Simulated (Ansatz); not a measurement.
# CuHO: the cost of one run

Method: def2-QZVPP, core rule «outside noble gas», up to 10 orbitals frozen; program: Ansatz 0.2.0, Gaussian basis.

The runs, in order: UHF; ROHF; CCSD(T) on UHF.

### 1 What is computed

The geometry is a PBE0/def2-TZVP stationary point (not a proven minimum) of the parent state, kept for this charge and spin.

3 atoms, charge 1, spin multiplicity 4.

Atoms are counted from 1 here; the program's logs count them from 0.

Bond lengths: Cu1–O2 1.807 Å, O2–H3 0.976 Å. Angles: Cu1–O2–H3 124.7°.

Coordinates:

```xyz
3
CuHO
Cu    0.00000    0.01516    0.38830
O     0.00000   -0.10200   -1.41491
H     0.00000    0.66352   -2.02107
```

### 2 UHF

Input file in.yaml:

```yaml
crystal:
  periodic: [false, false, false]
  atoms:
    - {symbol: Cu, position_ang: [0.000000, 0.015158, 0.388300]}
    - {symbol: O, position_ang: [0.000000, -0.102005, -1.414914]}
    - {symbol: H, position_ang: [0.000000, 0.663520, -2.021070]}
basis:
  gaussian: {orbitals: "def2-QZVPP.json"}
total_charge: 1
magnetization: {spin_polarized: true, initial_magnetization: 3}
hamiltonian: {xc: hf}
output: {orbitals: {seedname: orbitals}}
```

Started as:

```
$ ansatz run in.yaml --threads 1 --pin off --events-out ev --progress --plain --max-ram 4096MiB --backend cpu
```

Q: Estimate wall time and peak memory on 1 thread of AMD EPYC 7R13, shared host.

About 34 s, with a peak of 0.54 GiB.
